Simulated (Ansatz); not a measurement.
**CHBr2 radical: up Jacob's ladder to CCSD(T)**

How much do the methods differ for CHBr2 radical? The plan is to run it at one geometry with functionals of several rungs and with coupled cluster. The yardstick is the atomisation energy at the CCSD(T) limit.

Computed with Ansatz 0.2.0, Gaussian basis. Level: functionals in def2-TZVPP, the program's frozen cores in correlated methods.

The runs, in order: LDA (SPW92), PBE-D4, revPBE-D4, BLYP-D4, r2SCAN-D4, B97M-V, PBE0-D4, B3LYP-D4, r2SCANh-D4, r2SCAN0-D4, HSE06-D4, BHLYP-D4, CAM-B3LYP-D4, LC-ωPBE, ωB97X-V, ωB97M-V, B2PLYP, PBE-QIDH; CCSD(T)/def2-SVP; CCSD(T)/def2-TZVPP; MP2/def2-QZVPP; extrapolation to the limit; RPA on PBE.

## 1. The geometry

The geometry comes from an earlier relaxation with PBE0-D4 in a triple-zeta def2 set; it is a stationary point.

SMILES `Br[CH]Br`, 4 atoms, charge 0, spin multiplicity 2.

Atoms are counted from 1 here; the program's logs count them from 0.

Bond lengths: Br1–C2 1.847 Å, C2–Br3 1.847 Å, C2–H4 1.080 Å. Angles: Br1–C2–Br3 120.7°, Br1–C2–H4 117.0°, Br3–C2–H4 117.0°.

## 2. LDA

This LDA is Slater exchange with PW92 correlation.

File in.yaml:

```yaml
crystal:
  periodic: [false, false, false]
  atoms:
    - {symbol: Br, position_ang: [-1.599523, 0.049186, -0.696694]}
    - {symbol: C, position_ang: [0.060144, 0.188229, 0.102338]}
    - {symbol: Br, position_ang: [0.904960, -1.305102, 0.786831]}
    - {symbol: H, position_ang: [0.689820, 1.007389, -0.212874]}
basis:
  gaussian: {orbitals: def2-TZVPP}
magnetization: {spin_polarized: true, initial_magnetization: 1}
hamiltonian: {xc: lda}
output: {orbitals: {seedname: orbitals}}
```

Further steps of the session: PBE-D4 (GGA); revPBE-D4 (GGA); BLYP-D4 (GGA); r2SCAN-D4 (meta-GGA); B97M-V (meta-GGA); PBE0-D4 (hybrid); B3LYP-D4 (hybrid); r2SCANh-D4 (hybrid); r2SCAN0-D4 (hybrid); HSE06-D4 (hybrid); BHLYP-D4 (hybrid); CAM-B3LYP-D4 (range-separated); LC-ωPBE-D4 (range-separated); ωB97X-V (range-separated); ωB97M-V (range-separated); B2PLYP (double hybrid); PBE-QIDH (double hybrid); CCSD(T) in def2-SVP; CCSD(T) in def2-TZVPP; MP2 in def2-QZVPP; RPA on PBE orbitals.

Q: Predict the results of all the runs planned. Wanted: atomisation energy, CCSD(T)/CBS; farthest beyond LDA; mean size of error, GGA; mean size of error, meta-GGA; mean size of error, hybrid; mean size of error, range-separated; mean size of error, double hybrid; gap, smallest and largest; T1 diagnostic.

The runs gave:

```
                               quantity                                                     value
        atomisation energy, CCSD(T)/CBS                                                 10.635 eV
    functionals within 0.106 eV (1.0 %)  BLYP-D4, B97M-V, B3LYP-D4, r2SCAN0-D4, ωB97X-V, PBE-QIDH
                    farthest beyond LDA                                        PBE-D4 (+0.651 eV)
                mean size of error, GGA                                                  0.303 eV
           mean size of error, meta-GGA                                                  0.160 eV
             mean size of error, hybrid                                                  0.240 eV
    mean size of error, range-separated                                                  0.134 eV
      mean size of error, double hybrid                                                  0.131 eV
              gap, smallest and largest                  1.12 eV (LDA (SPW92)), 9.14 eV (LC-ωPBE)
                          T1 diagnostic                                                    0.0130
triples share of the correlation energy                                                     3.6 %
```

What this shows: The LDA atomisation energy is off by 2.355 eV (22 %): it overbinds. PBE-D4 is off by +0.651 eV. Double hybrids carry the basis error of their MP2 part in triple zeta, and no dispersion term here, so their miss is partly the set-up's. Taken by rung, double hybrid functionals do best (0.131 eV on average) and GGA ones worst beyond LDA (0.303 eV). The gap between the best rungs is small, so their order is not settled. The reference freezes the cores and leaves out relativity and excitations past (T), and its outer-core shells are covered unevenly, so misses under about 0.106 eV can't be ranked. All levels share the lack of spin-orbit coupling, which lowers the free heavy atoms and so the true binding. Hartree-Fock recovers 65 % of the binding; the rest is correlation. CCSD(T) in def2-SVP is off by -0.959 eV, more than most functionals: a good method in a small basis is no reference. Orbital gaps span 1.1 to 9.1 eV; exact exchange widens them. Correlated methods include outer-core shells of Br, which these sets cover unevenly.
